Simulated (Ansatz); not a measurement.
Run this with Ansatz 0.2.0 through its Python package and show what comes out.

`li3in.py`:
```python
"""Relaxed cell of Li3In under several functionals."""

import ansatz as az
import numpy as np

def edges_and_angles(cell):
    cell = np.asarray(cell)
    a, b, c = np.linalg.norm(cell, axis=1)
    cosines = cell[1] @ cell[2] / (b * c), cell[0] @ cell[2] / (a * c), cell[0] @ cell[1] / (a * b)
    return (a, b, c, *np.degrees(np.arccos(cosines)))

lattice = az.Lattice.of(
    (0.0, 3.29347, 3.29347),
    (3.29347, 0.0, 3.29347),
    (3.29347, 3.29347, 0.0),
)
sites = [
    ("Li", (0.25, 0.25, 0.25)),
    ("Li", (0.75, 0.75, 0.75)),
    ("Li", (0.5, 0.5, 0.5)),
    ("In", (0.0, 0.0, 0.0)),
]
cell = az.Crystal(lattice=lattice)
for symbol, position in sites:
    cell = cell.atom(symbol, position)

model = (
    cell.calculation()
    .occupations("Fermi-Dirac", width=0.05)
    .kpoints(6, 6, 6)
    .relax(cell=True, force_tolerance=0.03)
)

levels = [("blyp", "d3bj"), ("lda", "none"), ("pbesol", "d3bj")]
print("level            a       b       c    alpha   beta  gamma  V/atom  steps")
for name, dispersion in levels:
    seen = []
    run = model.functional(name, dispersion=dispersion).session().plan()
    res = run.execute(on_event=lambda e: seen.append(e) if e["event"] == "relax_step" else None)
    cell = res.lattice.cell_ang
    label = name if dispersion == "none" else f"{name}+{dispersion}"
    print("{:13s} {:7.4f} {:7.4f} {:7.4f} {:6.2f} {:6.2f} {:6.2f}".format(label, *edges_and_angles(cell)), f"{abs(np.linalg.det(cell)) / len(res.lattice.sites):7.3f} {len(seen):5d}")
```

Running `python li3in.py` prints:
```text
level            a       b       c    alpha   beta  gamma  V/atom  steps
DeckWarning: basis.ecutwfc = 420 eV, auto-derived from the records' recommended cutoffs: set by Li (normal level)
blyp+d3bj      4.4261  4.4261  4.4261  60.00  60.00  60.00  15.328     4
lda            4.5565  4.5565  4.5565  60.00  60.00  60.00  16.723     4
pbesol+d3bj    4.5243  4.5243  4.5243  60.00  60.00  60.00  16.371     4
```
(Warnings from the package without file and line.)

From smallest to largest: BLYP+D3BJ (15.33 Å³ an atom, -14.2 % against the start), PBEsol+D3BJ (16.37 Å³ an atom, -8.3 % against the start) and LDA (16.72 Å³ an atom, -6.4 % against the start). The spread is 9.1 % in volume.

Reading the output:
- Forces vanish by symmetry, so the ions can't move, and the end may be a saddle.
- BLYP and dispersion corrections can be off by several per cent in the lattices of metals, and by several GPa in the pressure at a fixed cell.
- The mesh is modest for a metal, so energies can be off by several to tens of meV an atom and pressures by half a GPa or more; differences at equal mesh fare better.
- Edges and angles are those of the cell as typed, here a primitive one, not of the conventional cell.
- The structure comes from a database of computed cells and needn't be a stable or known phase.
- The whole script took 12 s on 1 thread of Intel(R) Xeon(R) Processor @ 2.30GHz, on a shared host, peak memory 0.55 GiB.
